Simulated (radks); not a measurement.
# The series with 1 electrons, H to Si¹³⁺

The task here is to estimate one member of a computed series from the others.

Method: scalar-relativistic Kohn-Sham, r2SCAN, spin-polarised, spherical densities, finite nucleus; open shells are filled with parallel spins first. Code: radks (a radial shooting solver on a logarithmic mesh, Libxc functionals) version 1.

## What is computed

```
electrons     : 1
ions          : H, He⁺, Li²⁺, Be³⁺, B⁴⁺, C⁵⁺, N⁶⁺, O⁷⁺, F⁸⁺, Ne⁹⁺, Mg¹¹⁺, Al¹²⁺, Si¹³⁺
configuration : NIST ground configuration of each
```

Set-up of the first run:

Input:

```text
Z 1
configuration 1s1
relativity scalar-relativistic
functional r2scan,r2scan
spin polarised
nucleus finite rms 0.8783 fm
c 137.035999084
```

Among the steps run: H, 1s1; He⁺, 1s1; Li²⁺, 1s1; Be³⁺, 1s1; B⁴⁺, 1s1; C⁵⁺, 1s1; N⁶⁺, 1s1; O⁷⁺, 1s1; F⁸⁺, 1s1; Ne⁹⁺, 1s1; Mg¹¹⁺, 1s1; Al¹²⁺, 1s1; Si¹³⁺, 1s1.

One table of the session follows, with a row left open; its other results are not shown here.

| ion | E (hartree) | ε(1s up) (eV) | <r>(1s up) (bohr) |
| --- | --- | --- | --- |
| H | -0.50018 | -8.026 | 1.517 |
| He⁺ | -2.00027 | -43.215 | 0.7540 |
| Li²⁺ | -4.50072 | -105.63 | 0.5017 |
| Be³⁺ | -8.00191 | -195.27 | 0.3759 |
| B⁴⁺ | -12.50441 | -312.15 | 0.3005 |
| C⁵⁺ | -18.00894 | -456.30 | 0.2503 |
| N⁶⁺ | -24.51640 | -627.74 | 0.2144 |
| O⁷⁺ | -32.02784 | -826.49 | 0.1875 |
| F⁸⁺ | -40.54445 | -1052.6 | 0.1666 |
| Ne⁹⁺ | ? | ? | ? |
| Mg¹¹⁺ | -72.13997 | -1895.4 | 0.1248 |
| Al¹²⁺ | -84.69273 | -2231.3 | 0.1151 |
| Si¹³⁺ | -98.25920 | -2594.7 | 0.1068 |

Estimate the missing values for Ne⁹⁺.

The run gave: E (hartree): -50.06762; ε(1s up) (eV): -1306.1; <r>(1s up) (bohr): 0.1499. In the column «E (hartree)» it lies between Mg¹¹⁺ (-72.13997) and F⁸⁺ (-40.54445).
